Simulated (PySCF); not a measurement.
# B2SiN2H8 (SMILES NBBN[SiH3]): levels of theory compared

Aim: a comparison of 3 runs (B3LYP/6-31G*, PBE/def2-SVP) of B2SiN2H8. The job is set up through a Python script.

The calculation is run with PySCF 2.14.0.

## (1) The system as given

The species is B2SiN2H8 (13 atoms), meant as a singlet with charge 0. SMILES: `NBBN[SiH3]`. The coordinates come from a GFN2-xTB relaxation. This is one conformer, not always the lowest.

Bond lengths: N1–B2 1.388 Å, B2–B3 1.667 Å, B3–N4 1.410 Å, N4–Si5 1.736 Å, N1–H6 1.008 Å, N1–H7 1.007 Å, B2–H8 1.183 Å, B3–H9 1.186 Å, N4–H10 1.013 Å, Si5–H11 1.469 Å, Si5–H12 1.471 Å, Si5–H13 1.459 Å. Some angles: N1–B2–B3 123.0°, B2–B3–N4 121.7°, B3–N4–Si5 131.7°, N1–B2–H8 114.4°, B3–B2–H8 122.6°, B2–N1–H6 124.5°, B2–N1–H7 123.6°, B2–B3–H9 123.2°, N4–B3–H9 115.1°, B3–N4–H10 115.9°.

## (2) Energy and forces at B3LYP/6-31G(d) (spherical functions) (run 1)

Contents of run.py:

```python
# NBBN[SiH3]
from pyscf import gto, dft

mol = gto.Mole()
mol.atom = '''
N   -1.916300  -0.610940  -1.035940
B   -0.927600  -1.200040  -0.260250
B    0.699260  -0.948660  -0.520460
N    1.380320   0.145600   0.050870
Si   0.840980   1.421790   1.096700
H   -2.904860  -0.759520  -0.909110
H   -1.724500   0.014350  -1.801050
H   -1.334380  -1.915600   0.590110
H    1.372840  -1.674050  -1.173870
H    2.371670   0.201890  -0.147620
H    1.461180   1.254190   2.418240
H    1.295520   2.688020   0.503040
H   -0.614140   1.382970   1.189330
'''
mol.spin = 0
mol.verbose = 4
mol.max_memory = 1860
mol.basis = '6-31g*'
mol.build()

ks = dft.RKS(mol, xc='b3lyp')
ks.grids.level = 5
ks.conv_tol = 1e-10
ks.kernel()
if not ks.converged:
    ks = ks.newton().run(ks.mo_coeff, ks.mo_occ)

e_tot = ks.e_tot
print('Final energy', e_tot)
grad = ks.nuc_grad_method().kernel()
dip = ks.dip_moment()
pop, q = ks.mulliken_pop()
```

Run with:

```bash
OMP_NUM_THREADS=1 python run.py
```

The log of the run:

```text
PySCF version 2.14.0

[... 81 lines left out ...]
converged SCF energy = -453.582133144794
Final energy -453.58213314479417
[... 12 lines left out ...]
Dipole moment(X, Y, Z, Debye): -0.47149,  1.58578, -0.75718
[... 65 lines left out ...]
pop of  4 Si 3py          0.58873
pop of  4 Si 3pz          0.62132
pop of  4 Si 4px          0.12425
pop of  4 Si 4py          0.07360
pop of  4 Si 4pz          0.10534
pop of  4 Si 3dxy         0.02158
pop of  4 Si 3dyz         0.04745
pop of  4 Si 3dz^2        0.05620
pop of  4 Si 3dxz         0.02763
pop of  4 Si 3dx2-y2      0.05975
pop of  5 H 1s            0.51056
pop of  5 H 2s            0.17046
pop of  6 H 1s            0.51230
pop of  6 H 2s            0.17194
pop of  7 H 1s            0.52791
pop of  7 H 2s            0.52591
pop of  8 H 1s            0.52836
pop of  8 H 2s            0.52271
pop of  9 H 1s            0.50887
pop of  9 H 2s            0.16807
pop of  10 H 1s           0.51945
pop of  10 H 2s           0.55986
pop of  11 H 1s           0.51964
pop of  11 H 2s           0.56353
pop of  12 H 1s           0.52014
pop of  12 H 2s           0.54339
 ** Mulliken atomic charges  **
charge of    0N =     -0.69960
charge of    1B =      0.12660
charge of    2B =      0.13541
charge of    3N =     -0.64235
charge of    4Si =      0.45305
charge of    5H =      0.31898
charge of    6H =      0.31576
charge of    7H =     -0.05382
charge of    8H =     -0.05106
charge of    9H =      0.32306
charge of   10H =     -0.07932
charge of   11H =     -0.08318
charge of   12H =     -0.06354
```

Run time: 57 s. Hardware: 1 thread of Intel Xeon at 2.70GHz, shared host; peak memory 0.92 GiB.

## (3) Energy and forces at B3LYP/6-31G(d) (Cartesian functions) (run 2)

Contents of calc.py:

```python
from pyscf import gto, dft

mol = gto.Mole()
mol.atom = '''
N   -1.916300  -0.610940  -1.035940
B   -0.927600  -1.200040  -0.260250
B    0.699260  -0.948660  -0.520460
N    1.380320   0.145600   0.050870
Si   0.840980   1.421790   1.096700
H   -2.904860  -0.759520  -0.909110
H   -1.724500   0.014350  -1.801050
H   -1.334380  -1.915600   0.590110
H    1.372840  -1.674050  -1.173870
H    2.371670   0.201890  -0.147620
H    1.461180   1.254190   2.418240
H    1.295520   2.688020   0.503040
H   -0.614140   1.382970   1.189330
'''
mol.spin = 0
mol.verbose = 4
mol.cart = True
mol.basis = '6-31g*'
mol.max_memory = 1860
mol.build()

mf = dft.RKS(mol)
mf.xc = 'b3lyp'
mf.grids.level = 5
mf.conv_tol = 1e-10
mf.kernel()
if not mf.converged:
    mf = mf.newton().run(mf.mo_coeff, mf.mo_occ)

e_tot = mf.e_tot
print('E(%s) = %.9f' % ('B3LYP', e_tot))
grad = mf.nuc_grad_method().kernel()
dip = mf.dip_moment()
pop, q = mf.mulliken_pop()
```

Run with:

```bash
OMP_NUM_THREADS=1 python calc.py
```

The log of the run:

```text
PySCF version 2.14.0

[... 82 lines left out ...]
converged SCF energy = -453.586813147287
[... 13 lines left out ...]
Dipole moment(X, Y, Z, Debye): -0.47071,  1.57936, -0.75495
[... 70 lines left out ...]
pop of  4 Si 3pz          0.62106
pop of  4 Si 4px          0.12432
pop of  4 Si 4py          0.07352
pop of  4 Si 4pz          0.10525
pop of  4 Si 3dxx         0.03430
pop of  4 Si 3dxy         0.02155
pop of  4 Si 3dxz         0.02760
pop of  4 Si 3dyy         0.02506
pop of  4 Si 3dyz         0.04738
pop of  4 Si 3dzz         0.02580
pop of  5  H 1s           0.51031
pop of  5  H 2s           0.17149
pop of  6  H 1s           0.51209
pop of  6  H 2s           0.17278
pop of  7  H 1s           0.52708
pop of  7  H 2s           0.52748
pop of  8  H 1s           0.52758
pop of  8  H 2s           0.52393
pop of  9  H 1s           0.50861
pop of  9  H 2s           0.16924
pop of  10  H 1s          0.51938
pop of  10  H 2s          0.55919
pop of  11  H 1s          0.51956
pop of  11  H 2s          0.56277
pop of  12  H 1s          0.52010
pop of  12  H 2s          0.54248
 ** Mulliken atomic charges  **
charge of    0N =     -0.70159
charge of    1B =      0.13134
charge of    2B =      0.13843
charge of    3N =     -0.64480
charge of    4Si =      0.45070
charge of    5H =      0.31820
charge of    6H =      0.31513
charge of    7H =     -0.05456
charge of    8H =     -0.05151
charge of    9H =      0.32216
charge of   10H =     -0.07857
charge of   11H =     -0.08234
charge of   12H =     -0.06258
```

Wall time 61 s (1 thread of Intel Xeon at 2.70GHz, shared host); peak memory 0.97 GiB.

## (4) Energy and gradient at PBE/def2-SVP (run 3)

Contents of job.py:

```python
from pyscf import gto, dft

mol = gto.Mole()
mol.atom = '''
N     -3.621282    -1.154509    -1.957643
B     -1.752910    -2.267747    -0.491801
B      1.321410    -1.792708    -0.983527
N      2.608427     0.275144     0.096130
Si     1.589222     2.686794     2.072463
H     -5.489390    -1.435285    -1.717969
H     -3.258833     0.027118    -3.403491
H     -2.521613    -3.619959     1.115146
H      2.594292    -3.163496    -2.218293
H      4.481807     0.381517    -0.278961
H      2.761230     2.370076     4.569811
H      2.448178     5.079622     0.950608
H     -1.160556     2.613435     2.247508
'''
mol.charge = 0
mol.verbose = 4
mol.basis = 'def2-svp'
mol.unit = 'bohr'
mol.max_memory = 1860
mol.build()

myscf = dft.RKS(mol, xc='pbe')
myscf.grids.level = 5
myscf.conv_tol = 1e-10
myscf.kernel()
if not myscf.converged:
    myscf = myscf.newton().run(myscf.mo_coeff, myscf.mo_occ)

e_final = myscf.e_tot
print('Final energy', e_final)
grad = myscf.nuc_grad_method().kernel()
myscf.analyze()
```

Run with:

```bash
OMP_NUM_THREADS=1 python job.py
```

The log of the run:

```text
PySCF version 2.14.0

[... 86 lines left out ...]
converged SCF energy = -452.978456314262
[... 25 lines left out ...]
MO #4   energy= -6.47501299803323  occ= 2
[... 10 lines left out ...]
MO #15  energy= -0.434101915702887 occ= 2
[... 10 lines left out ...]
MO #26  energy= 0.0225348650566719 occ= 0
[... 10 lines left out ...]
MO #37  energy= 0.231532333434011  occ= 0
[... 10 lines left out ...]
MO #48  energy= 0.451130854525066  occ= 0
[... 10 lines left out ...]
MO #59  energy= 0.708922725782945  occ= 0
[... 10 lines left out ...]
MO #70  energy= 1.04024529240972   occ= 0
[... 10 lines left out ...]
MO #81  energy= 1.52177688667935   occ= 0
[... 10 lines left out ...]
MO #92  energy= 1.83096667270882   occ= 0
[... 10 lines left out ...]
MO #103 energy= 2.37798409146404   occ= 0
[... 10 lines left out ...]
MO #114 energy= 3.35467503772811   occ= 0
[... 91 lines left out ...]
pop of  8 H 1s            0.99654
pop of  8 H 2s            0.00458
pop of  8 H 2px           0.00047
pop of  8 H 2py           0.00061
pop of  8 H 2pz           0.00046
pop of  9 H 1s            0.76903
pop of  9 H 2s            0.01020
pop of  9 H 2px           0.00109
pop of  9 H 2py           0.00043
pop of  9 H 2pz           0.00084
pop of  10 H 1s           1.09379
pop of  10 H 2s           0.00460
pop of  10 H 2px          0.00075
pop of  10 H 2py          0.00018
pop of  10 H 2pz          0.00272
pop of  11 H 1s           1.09478
pop of  11 H 2s           0.00412
pop of  11 H 2px          0.00041
pop of  11 H 2py          0.00239
pop of  11 H 2pz          0.00070
pop of  12 H 1s           1.07223
pop of  12 H 2s           0.00476
pop of  12 H 2px          0.00353
pop of  12 H 2py          0.00006
pop of  12 H 2pz          0.00004
 ** Mulliken atomic charges  **
charge of    0N =     -0.33127
charge of    1B =     -0.09170
charge of    2B =     -0.06476
charge of    3N =     -0.44707
charge of    4Si =      0.57924
charge of    5H =      0.21469
charge of    6H =      0.21091
charge of    7H =     -0.00072
charge of    8H =     -0.00267
charge of    9H =      0.21842
charge of   10H =     -0.10204
charge of   11H =     -0.10241
charge of   12H =     -0.08062
Dipole moment(X, Y, Z, Debye): -0.56119,  1.71948, -0.79676
```

Wall time 69 s (1 thread of Intel Xeon at 2.70GHz, shared host); peak memory 1.2 GiB.

## (5) The series

```tsv
run	level	Cartesian functions	energy (Eh)	dipole moment (D)	HOMO energy (eV)	LUMO energy (eV)	wall time
1	B3LYP/6-31G* (spherical functions)	no	-453.582133	1.82	-6.95	0.29	57 s
2	B3LYP/6-31G* (Cartesian functions)	yes	-453.586813	1.81	-6.95	0.28	61 s
3	PBE/def2-SVP	no	-452.978456	1.98	-5.91	-0.69	69 s
```

## (6) Summary of results

| quantity | value |
| --- | --- |
| run 3: total energy | -452.97846 Eh |
| run 3: dipole moment | 1.98 D |
| run 3: HOMO energy | -5.91 eV |
| run 3: LUMO energy | -0.69 eV |
| run 3: HOMO–LUMO gap | 5.22 eV |
| run 3: largest force on an atom | 1.050 eV/Å |

The dipole moment (its size) runs from 1.81 D (B3LYP/6-31G*) to 1.98 D (PBE/def2-SVP). The two ends differ in method and basis. The HOMO–LUMO gap runs from 5.22 eV (PBE/def2-SVP) to 7.24 eV (B3LYP/6-31G*). Totals of different functionals can't be ranked against each other. All runs together took 3.1 min, the longest 69 s.
